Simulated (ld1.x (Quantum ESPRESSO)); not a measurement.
# Pseudopotential generation for Mo: PAW, LDA (PW92)

Do these settings give a usable potential? It is generated, then checked for transferability, scattering, ghosts and hardness.

Method: ld1.x (Quantum ESPRESSO) 7.5, LDA (PW92), scalar-relativistic.

**1. The atom and the settings**

The settings as typed:

```json
{"element": "molybdenum (Mo, Z = 42)", "type": "PAW", "frozen core": "[Ar] 3d10", "valence charge": "14", "reference configuration": "4s2 4p6 4d5 5s1 5p0", "partial waves": "4s (bound): rcut 1.55, rcutus 1.85 bohr; 5s (bound): rcut 1.55, rcutus 1.85 bohr; 4p (bound): rcut 1.65, rcutus 1.95 bohr; 5p (bound, empty): rcut 1.65, rcutus 1.95 bohr; 4d (bound): rcut 1.90, rcutus 2.45 bohr; 4d channel at 2.5 Ry: rcut 1.90, rcutus 2.45 bohr; 4f channel at 0.2 Ry: rcut 1.60, rcutus 1.90 bohr", "local potential": "all-electron potential smoothed inside 2.00 bohr (lloc = -1)", "core correction": "Bessel-smoothed model core, default radius (core density twice the valence density)", "augmentation charge": "BESSEL, radius 1.20 bohr"}
```

The nodes and maxima of the atom's own shells, from an earlier all-electron run, set the scale for the radii.

All-electron outer shells of the reference configuration (LDA (PW92), scalar-relativistic, ld1.x):

```json
{"shell": "3p", "level (eV)": "-378.89", "outermost node (bohr)": "0.17", "outermost maximum (bohr)": "0.38"}
{"shell": "3d", "level (eV)": "-221.31", "outermost node (bohr)": "–", "outermost maximum (bohr)": "0.32"}
{"shell": "4s", "level (eV)": "-64.42", "outermost node (bohr)": "0.51", "outermost maximum (bohr)": "0.99"}
{"shell": "4p", "level (eV)": "-38.59", "outermost node (bohr)": "0.52", "outermost maximum (bohr)": "1.06"}
{"shell": "5s", "level (eV)": "-4.32", "outermost node (bohr)": "1.34", "outermost maximum (bohr)": "2.93"}
{"shell": "4d", "level (eV)": "-3.93", "outermost node (bohr)": "0.53", "outermost maximum (bohr)": "1.38"}
{"shell": "5p", "level (eV)": "-1.16", "outermost node (bohr)": "1.54", "outermost maximum (bohr)": "4.05"}
```

**2. Generating the potential**

The input, Mo.in:

```
 &input
   title='Mo', zed=42., rel=1, dft='PW', iswitch=3,
   config='[Kr] 4d5 4f-2 5s1 5p0',
   nld=4, rlderiv=2.65, eminld=-7.0, emaxld=5.0, deld=0.02
 /
 &inputp
   pseudotype=3, lpaw=.true., tm=.true., lloc=-1, rcloc=2.00,
   nlcc=.true., new_core_ps=.true.,
   which_augfun='BESSEL', rmatch_augfun=1.20,
   file_pseudopw='Mo.UPF', file_wfcaegen='ae.wfc', file_wfcncgen='nc.wfc', file_beta='beta', file_chi='chi', file_wfcusgen='us.wfc'
 /
7
4S  1  0   2.00   0.00  1.55  1.85  0.0
5S  2  0   1.00   0.00  1.55  1.85  0.0
4P  2  1   6.00   0.00  1.65  1.95  0.0
5P  3  1   0.00   0.00  1.65  1.95  0.0
4D  3  2   5.00   0.00  1.90  2.45  0.0
4D  3  2   0.00   2.50  1.90  2.45  0.0
4F  4  3  -2.00   0.20  1.60  1.90  0.0
 &test
   configts(1)='4s2 4p6 4d5 5s1 5p0'
 /
```

Launch:

```console
$ ld1.x < Mo.in > Mo.out
```

What the program wrote to Mo.out (without the banner and most projector matrices):

```text
     Program LD1 v.7.5

     !!!!!!!!!!!!!!!!!!! WARNING !!!!!!!!!!!!!!!!!!!!!!!
     Message from routine ld1_readin:
     US requires at least two energies per channel 4F
     !!!!!!!!!!!!!!!!!!!!!!!!!!!!!!!!!!!!!!!!!!!!!!!!!!!
     --------------------------- All-electron run ----------------------------

     Mo
     scalar relativistic calculation

     atomic number is 42.00
     dft =PW   lsd =0 sic =0 latt =0  beta=0.20 tr2=1.0E-14
     Exchange-correlation= PW
                           (   1   4   0   0   0   0   0)
     mesh =1229 r(mesh) = 100.71859 a.u. xmin = -7.00 dx = 0.01250
     1 Ry =  13.60569312 eV, c = 137.03599908

     n l     nl                  e(Ry)          e(Ha)          e(eV)
     1 0     1S 1( 2.00)     -1454.9187      -727.4594    -19795.1776
     2 0     2S 1( 2.00)      -205.5356      -102.7678     -2796.4549
     2 1     2P 1( 6.00)      -183.8841       -91.9421     -2501.8709
     3 0     3S 1( 2.00)       -34.9427       -17.4713      -475.4195
     3 1     3P 1( 6.00)       -27.8480       -13.9240      -378.8910
     4 0     4S 1( 2.00)        -4.7351        -2.3676       -64.4247
     4 1     4P 1( 6.00)        -2.8363        -1.4182       -38.5899
     3 2     3D 1(10.00)       -16.2657        -8.1328      -221.3058
     4 2     4D 1( 5.00)        -0.2890        -0.1445        -3.9327
     5 0     5S 1( 1.00)        -0.3177        -0.1588        -4.3220
     5 1     5P 1( 0.00)        -0.0853        -0.0427        -1.1608

     final scf error:  1.4E-15 reached in  25 iterations

     Etot =   -8088.838139 Ry,   -4044.419069 Ha, -110054.249435 eV

     Ekin =    8337.835488 Ry,    4168.917744 Ha,  113442.030956 eV
     Encl =  -19502.624271 Ry,   -9751.312135 Ha, -265346.720920 eV
     Eh   =    3314.363858 Ry,    1657.181929 Ha,   45094.217545 eV
     Exc  =    -238.413213 Ry,    -119.206607 Ha,   -3243.777015 eV

     normalization and overlap integrals

     s(1S/1S) =  1.000000  <r> =   0.0352  <r2> =    0.0017  r(max) =   0.0229
     s(2S/2S) =  1.000000  <r> =   0.1539  <r2> =    0.0279  r(max) =   0.1303
     s(2P/2P) =  1.000000  <r> =   0.1340  <r2> =    0.0219  r(max) =   0.1041
     s(3S/3S) =  1.000000  <r> =   0.4297  <r2> =    0.2116  r(max) =   0.3819
     s(3P/3P) =  1.000000  <r> =   0.4312  <r2> =    0.2165  r(max) =   0.3771
     s(4S/4S) =  1.000000  <r> =   1.1060  <r2> =    1.3889  r(max) =   0.9874
     s(4P/4P) =  1.000000  <r> =   1.2368  <r2> =    1.7591  r(max) =   1.0643
     s(3D/3D) =  1.000000  <r> =   0.4156  <r2> =    0.2078  r(max) =   0.3206
     s(4D/4D) =  1.000000  <r> =   2.0028  <r2> =    5.0806  r(max) =   1.3838
     s(5S/5S) =  1.000000  <r> =   3.5479  <r2> =   14.4865  r(max) =   2.9295
     s(5P/5P) =  1.000000  <r> =   5.1549  <r2> =   31.3528  r(max) =   4.0545

     ------------------------ End of All-electron run ------------------------

     --------------------- Generating PAW atomic setup --------------------

      Generating local potential from pseudized AE potential:
      Matching radius rcloc =   2.0000

      Local pseudo, rcloc= 1.988 Estimated cut-off energy=     6.33 Ry

      Computing core charge for nlcc:

       r > 0.72 : true rho core
      Core charge pseudized with two Bessel functions
      Integrated core pseudo-charge :  15.72
      Wfc-us  4S rcutus= 1.845  Estimated cut-off energy=    16.25 Ry
      Wfc-us  5S rcutus= 1.845  Estimated cut-off energy=    32.98 Ry
      Wfc-us  4P rcutus= 1.939  Estimated cut-off energy=    22.56 Ry
      Wfc-us  5P rcutus= 1.939  Estimated cut-off energy=    41.55 Ry
      Wfc-us  4D rcutus= 2.429  Estimated cut-off energy=    19.65 Ry
      Wfc-us  4D rcutus= 2.429  Estimated cut-off energy=    17.40 Ry
      Wfc-us  4F rcutus= 1.891  Estimated cut-off energy=    39.64 Ry

     Required augmentation: BESSEL   radius:    1.200000
     Suggested rho cutoff for augmentation: 106.29 Ry

     Estimated PAW energy = -354.594099 Ryd

     The PAW screened D coefficients
     2.85637     1.96210     0.00000     0.00000     0.00000     0.00000
     0.00000
     1.96210     0.79364     0.00000     0.00000     0.00000     0.00000
     0.00000
     0.00000     0.00000    -1.05529     0.07564     0.00000     0.00000
     0.00000
     0.00000     0.00000     0.07564    -0.06533     0.00000     0.00000
     0.00000
     0.00000     0.00000     0.00000     0.00000    -0.39008    -0.02606
     0.00000
     0.00000     0.00000     0.00000     0.00000    -0.02606     0.41908
     0.00000
     0.00000     0.00000     0.00000     0.00000     0.00000     0.00000
    -0.11663

     The PAW descreened D coefficients (US)
    -0.65225    -0.85953     0.00000     0.00000     0.00000     0.00000
     0.00000
    -0.85953    -0.85009     0.00000     0.00000     0.00000     0.00000
     0.00000
     0.00000     0.00000     0.62332    -0.67593     0.00000     0.00000
     0.00000
     0.00000     0.00000    -0.67593    -0.59128     0.00000     0.00000
     0.00000
     0.00000     0.00000     0.00000     0.00000     2.49744     2.68338
     0.00000
     0.00000     0.00000     0.00000     0.00000     2.68338     2.13842
     0.00000
     0.00000     0.00000     0.00000     0.00000     0.00000     0.00000
    -0.04095

     ------------------- End of pseudopotential generation -------------------

     [... the all-electron block is printed once more ...]


     Computing logarithmic derivative in   2.63425
     Computing logarithmic derivative in   2.63425
     Computing the partial wave expansion
     R is outside the sphere for l=    0 j= 0.00
     R is outside the sphere for l=    0 j= 0.00
     R is outside the sphere for l=    1 j= 0.00
     R is outside the sphere for l=    1 j= 0.00
     R is outside the sphere for l=    2 j= 0.00
     R is outside the sphere for l=    2 j= 0.00
     R is outside the sphere for l=    3 j= 0.00

     ---------------------- Testing the pseudopotential ----------------------

     Mo
     scalar relativistic calculation

     atomic number is 42.00   valence charge is 14.00
     dft = SLA  PW   NOGX NOGC   lsd =0 sic =0 latt =0  beta=0.20 tr2=1.0E-14
     mesh =1229 r(mesh) = 100.71859 xmin = -7.00 dx = 0.01250

     n l     nl             e AE (Ry)        e PS (Ry)    De AE-PS (Ry)
     1 0     4S   1( 2.00)       -4.73513       -4.73511       -0.00001
     2 1     4P   1( 6.00)       -2.83630       -2.83629       -0.00002
     3 2     4D   1( 5.00)       -0.28905       -0.28904       -0.00001
     2 0     5S   1( 1.00)       -0.31766       -0.31766        0.00000
     3 1     5P   1( 0.00)       -0.08532       -0.08532       -0.00000

     eps = 7.7E-15  iter =  7

     Etot =   -8088.838139 Ry,   -4044.419069 Ha, -110054.249435 eV
     Etotps =  -354.594084 Ry,    -177.297042 Ha,   -4824.498285 eV

     Ekin =     194.097963 Ry,      97.048982 Ha,    2640.837321 eV
     Encl =    -423.113693 Ry,    -211.556846 Ha,   -5756.755060 eV
     Ehrt =     112.834967 Ry,      56.417483 Ha,    1535.197930 eV
     Ecxc =    -238.413321 Ry,    -119.206660 Ha,   -3243.778476 eV
     (Ecc =     -58.817526 Ry,     -29.408763 Ha,    -800.253215 eV)

     ---------------------- End of pseudopotential test ----------------------
```

Wall time 2.4 s (1 thread of Neoverse-V2, shared host). (Generation and the later configuration tests together.)

All-electron and pseudo partial waves u(r) = r·R(r), from the program's wave files:

```tsv
r (bohr)	5s AE	5s PS
0.123	-0.0989	-0.1888
0.245	0.1207	-0.3547
0.368	0.1504	-0.4821
0.490	0.0127	-0.5571
0.613	-0.1423	-0.5768
0.735	-0.2406	-0.5443
0.858	-0.2706	-0.4686
0.980	-0.2438	-0.3644
1.103	-0.1780	-0.2442
1.225	-0.0913	-0.1225
1.348	0.0048	-0.0061
1.470	0.1002	0.0982
1.593	0.1907	0.1911
1.715	0.2720	0.2722
1.838	0.3438	0.3438
1.960	0.4046	0.4046
2.083	0.4557	0.4557
2.205	0.4968	0.4968
2.328	0.5294	0.5294
2.450	0.5539	0.5539
2.573	0.5716	0.5716
2.695	0.5830	0.5830
2.818	0.5892	0.5892
2.940	0.5907	0.5907
3.063	0.5883	0.5883
3.185	0.5826	0.5826
```

[end of part 1 of 2]
